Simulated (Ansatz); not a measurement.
# C₂H₃NTe: small, medium and large basis sets

One table from this session's results is given with a row withheld; the runs are named, their logs left out.

Computed with Ansatz 0.2.0, Gaussian basis. Level: one geometry, several basis sets.

The runs, in order: PBE0-D4/def2-SVP; ωB97M-V/def2-SVP; PBE0-D4/def2-QZVPP; ωB97M-V/def2-QZVPP; the functionals' def2-TZVPP values are taken from earlier runs.

## The relaxed structure

An earlier PBE0-D4 in a triple-zeta def2 set relaxation fixed the geometry. Te takes the def2 core potential; no spin-orbit term is included.

SMILES `[TeH]C1=NC1`, 7 atoms, charge 0, spin multiplicity 1.

Atoms are counted from 1 here; the program's logs count them from 0.

Bond lengths: Te1–C2 2.060 Å, Te1–H5 1.656 Å, C2–N3 1.251 Å, C2–C4 1.447 Å, N3–C4 1.520 Å, C4–H6 1.086 Å, C4–H7 1.086 Å. Angles: C2–Te1–H5 91.6°, Te1–C2–N3 139.8°, Te1–C2–C4 152.1°, N3–C2–C4 68.1°, C2–N3–C4 62.1°, C2–C4–N3 49.8°, C2–C4–H6 120.2°, C2–C4–H7 120.2°, N3–C4–H6 116.7°, N3–C4–H7 116.7°, H6–C4–H7 116.2°.

Geometry (Å):

```
atom    x (Å)    y (Å)    z (Å)
 Te1  -2.1105   0.1866  -0.9417
  C2  -0.4127  -0.3792   0.0790
  N3  -0.0133  -1.2913   0.8369
  C4   0.9660  -0.1863   0.4742
  H5  -1.3542   1.5298  -1.5468
  H6   1.2149   0.5230   1.2587
  H7   1.7710  -0.4506  -0.2060
```

The first run:

in.yaml reads:

```yaml
crystal:
  periodic: [false, false, false]
  atoms:
    - {symbol: Te, position_ang: [-2.110473, 0.186563, -0.941735]}
    - {symbol: C, position_ang: [-0.412722, -0.379247, 0.079044]}
    - {symbol: N, position_ang: [-0.013342, -1.291270, 0.836938]}
    - {symbol: C, position_ang: [0.966040, -0.186283, 0.474208]}
    - {symbol: H, position_ang: [-1.354189, 1.529779, -1.546806]}
    - {symbol: H, position_ang: [1.214921, 0.523035, 1.258684]}
    - {symbol: H, position_ang: [1.770963, -0.450579, -0.206032]}
basis:
  gaussian: {orbitals: def2-SVP}
hamiltonian: {xc: pbe0, dispersion: d4}
output: {orbitals: {seedname: orbitals}}
```

On the command line:

```bash
$ ansatz run in.yaml --threads 2 --pin off --events-out ev --progress --plain --max-ram 4352MiB
```

Among the steps run: PBE0-D4 in def2-SVP; ωB97M-V in def2-SVP; PBE0-D4 in def2-QZVPP; ωB97M-V in def2-QZVPP.

One table of the session follows, with a row left open; its other results are not shown here.

It belongs to the step «Functionals by basis». 

| functional | basis | HOMO (eV) |
| --- | --- | --- |
| PBE0-D4 | def2-SVP | -6.78 |
| PBE0-D4 | def2-TZVPP | -6.88 |
| PBE0-D4 | def2-QZVPP | -6.90 |
| ωB97M-V | def2-SVP | ? |
| ωB97M-V | def2-TZVPP | -8.94 |
| ωB97M-V | def2-QZVPP | -8.96 |

**Question.** Estimate the row for ωB97M-V, def2-SVP.

As computed: HOMO (eV): -8.81. In the column «HOMO (eV)» it lies between ωB97M-V, def2-TZVPP (-8.94) and PBE0-D4, def2-QZVPP (-6.90).
